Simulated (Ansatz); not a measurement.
# NaBr+ (doublet): wave-function methods side by side, 6-31G

How much of the correlation energy of NaBr+ (doublet) does each wave-function method recover here?

Method: 6-31G, core rule «outside noble gas», up to 19 orbitals frozen; program: Ansatz 0.2.0, Gaussian basis.

The runs, in order: UHF; CCSD(T) on ROHF; CCSD(T) on UHF; BCCD(T) on ROHF; CISD; CCSDT(Q) on ROHF; CCSDT(Q) on UHF; CISDTQ; Full CI.

16 further runs of the same task are left out: 7 for a known fault of the program, 4 that didn't finish, 5 set aside as unsound or not needed.

**1. The system**

The geometry is a PBE0/def2-TZVP stationary point (not a proven minimum) of the parent state, kept for this charge and spin. No spin-orbit coupling is included. The filled d shell of Br may be among the frozen orbitals whatever the setting's name suggests; the logs give the count.

2 atoms, charge 1, spin multiplicity 2.

Atoms are counted from 1 here; the program's logs count them from 0.

Bond lengths: Br1–Na2 2.507 Å.

**2. UHF**

in.yaml

```yaml
crystal:
  periodic: [false, false, false]
  atoms:
    - {symbol: Br, position_ang: [0.000000, 0.000000, 0.000000]}
    - {symbol: Na, position_ang: [0.000000, 0.000000, 2.506800]}
basis:
  gaussian: {orbitals: 6-31G}
total_charge: 1
magnetization: {spin_polarized: true, initial_magnetization: 1}
hamiltonian: {xc: hf}
output: {orbitals: {seedname: orbitals}}
```

On the command line:

```sh
$ ansatz run in.yaml --threads 1 --pin off --events-out ev --progress --plain --max-ram 2393MiB
```

Further steps of the session: CCSD(T) on ROHF; CCSD(T) on UHF; BCCD(T) on ROHF; CISD; CCSDT(Q) on ROHF; CCSDT(Q) on UHF; CISDTQ; Full CI.

**Question.** What will the summary of the whole plan be? Wanted: FCI below the RHF energy; RMP2 from FCI; UMP2 from FCI; RCCSD from FCI; RCCSD(T) from FCI; UCCSD(T) from FCI; RCCSDT(Q) from FCI; UCCSDT(Q) from FCI; T1 diagnostic.

**Answer**, as computed:

| quantity | value |
| --- | --- |
| FCI below the RHF energy | -0.8684 eV |
| RMP2 from FCI | +14.3 kJ/mol |
| UMP2 from FCI | +14.1 kJ/mol |
| RCCSD from FCI | +1.1 kJ/mol |
| RCCSD(T) from FCI | +0.1 kJ/mol |
| UCCSD(T) from FCI | +0.1 kJ/mol |
| RCCSDT(Q) from FCI | 0.0 kJ/mol |
| UCCSDT(Q) from FCI | -0.1 kJ/mol |
| levels within 1 kcal/mol (43 meV) | CISD, RCCSD, UCCSD, RCCSD(T), UCCSD(T), BCCD(T), RCCSDT, UCCSDT, CISDTQ, RCCSDT(Q), UCCSDT(Q) |
| T1 diagnostic | 0.008 |
| effectively unpaired electrons | 1.00 |

**Reading.** RCCSD(T) misses by +0.1 kJ/mol, 0.2 % of the correlation energy. One determinant dominates. These misses are within one basis, not against nature; the frozen cores of restricted and unrestricted runs differ, which can shift their rows.
